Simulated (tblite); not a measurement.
# C6H6O2SSi: the cost of one run

The runs use tblite 0.8.0 and PySCF 2.14.0, with density-fitted response routines of our own; the level of theory stands in each step. All values are computed, except where a source is named. Atoms are numbered from 0 throughout.

## Step 1: Starting geometry

16 atoms, charge 0, multiplicity 1; geometry from: force field or distance geometry start.

Bonds of the start (Å): O0–Si1 1.64, Si1–C2 1.86, C2–C3 1.37, C3–C4 1.42, C4–C5 1.38, C5–S6 1.71, Si1–C7 1.78, C7–C8 1.36, C8–O9 1.30, O9–Si1 1.68, S6–C2 1.72, O0–H10 0.98, C3–H11 1.10, C4–H12 1.08, C5–H13 1.09, C7–H14 1.08, C8–H15 1.10.

## Step 2: Geometry optimisation with GFN2-xTB

Job settings and geometry (Å):

```
{"job": {"kind": "relax", "xc": "GFN2-xTB", "basis": "xTB"}, "charge": 0, "multiplicity": 1}
O     -0.959300     2.496400     0.483300
Si    -0.939300     0.930600    -0.016400
C      0.666900     0.018400     0.204900
C      1.046200    -1.030100     0.998800
C      2.409300    -1.406000     0.823000
C      3.022100    -0.619100    -0.132800
S      1.969600     0.556100    -0.787700
C     -1.935900     0.525100    -1.437400
C     -2.821100    -0.074900    -0.596600
O     -2.278600     0.113600     0.573900
H     -1.856600     2.823300     0.701100
H      0.375100    -1.533700     1.707300
H      2.907400    -2.203200     1.355300
H      4.055800    -0.675300    -0.474100
H     -1.901500     0.664200    -2.511900
H     -3.767500    -0.576300    -0.848800
```

Launch:

```
OMP_NUM_THREADS=1 python probes_run.py task.json out
```

One launch serves the whole session: the jobs run in the order shown.

**Question.** How long does this first job take on 1 thread of Arm Neoverse N1, shared host, and how much memory does it need?

About 2 s, with a peak of 0.18 GiB.
